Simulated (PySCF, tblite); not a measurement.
# C2H2F4NSi radical: geometry, infrared bands and EPR parameters

Aim: predict the infrared bands and EPR parameters of C2H2F4NSi radical (`F[SiH2]/N=[C]/C(F)(F)F`).

Computed with tblite 0.8.0 and PySCF 2.14.0, with density-fitted response routines of our own, on a single molecule in the gas phase. Atoms count from 0, in the outputs and in this text.

### Step 1. The starting structure

10 atoms, charge 0, multiplicity 2; geometry from: force field or distance geometry start.

Bonds of the start (Å): F0–Si1 1.69, Si1–N2 1.75, N2–C3 1.28, C3–C4 1.48, C4–F5 1.39, C4–F6 1.38, C4–F7 1.36, Si1–H8 1.49, Si1–H9 1.45.

### Step 2. Relaxing the molecule with GFN2-xTB

Job settings and geometry (Å):

```
{"job": {"kind": "relax", "xc": "GFN2-xTB", "basis": "xTB"}, "charge": 0, "multiplicity": 2}
F      2.812700     0.988900     1.011400
Si     2.033100    -0.054800    -0.060500
N      0.316900     0.282200     0.031400
C     -0.589200    -0.422200    -0.530600
C     -1.998500    -0.005800    -0.354900
F     -2.453700    -0.609300     0.808100
F     -2.141400     1.359400    -0.207000
F     -2.800900    -0.370000    -1.386800
H      2.372700    -1.475800     0.215800
H      2.457200     0.311900    -1.402200
```

On the command line:

```sh
> OMP_NUM_THREADS=1 python probes_run.py task.json out
```

One launch serves the whole session: the jobs run in the order shown.

**Question.** This job is followed by: GFN2-xTB harmonic vibrations, gas phase; UKS B3LYP, pcH-1 on C F H N Si, non-relativistic, mean-field spin-orbit, GIAO. What will the session give for the following? strongest single infrared mode (GFN2-xTB); zero-point energy (GFN2-xTB); g(iso) (B3LYP); ⟨S²⟩; largest a(iso) (averaged by class); potential on the surface of density 0.002 e/bohr³, 1st and 99th percentile.

The runs gave:

| quantity | value |
| --- | --- |
| strongest single infrared mode (GFN2-xTB) | 1054 cm⁻¹, 347 km/mol |
| zero-point energy (GFN2-xTB) | 25.6 kcal/mol |
| g(iso) (B3LYP) | 2.00148 |
| ⟨S²⟩ | 0.753 (exact 0.75) |
| largest a(iso) (averaged by class) | 13C on C3, 312.4 MHz |
| potential on the surface of density 0.002 e/bohr³, 1st and 99th percentile | -0.84 V and 2.25 V |

What this shows: The optimisation took 73 steps and gained 0.552 eV; among the close pairs (by a distance rule), F0–Si1 changed most, from 1.687 to 1.598 Å. All 24 modes are real, so the xTB geometry is a minimum. The strongest single mode, at 1054 cm⁻¹, moves mainly C4. Unscaled tight-binding wavenumbers are off by several per cent, some by more. Its intensities can rank the bands wrongly. The largest share of the spin, 0.62 e, sits on C3. The isotropic g lies 0.8 ppt below the free-electron value. These values are for one conformer; the search (at its own cheap level) found 1 more, at 0.89 kcal/mol, and measured spectra average over such forms.
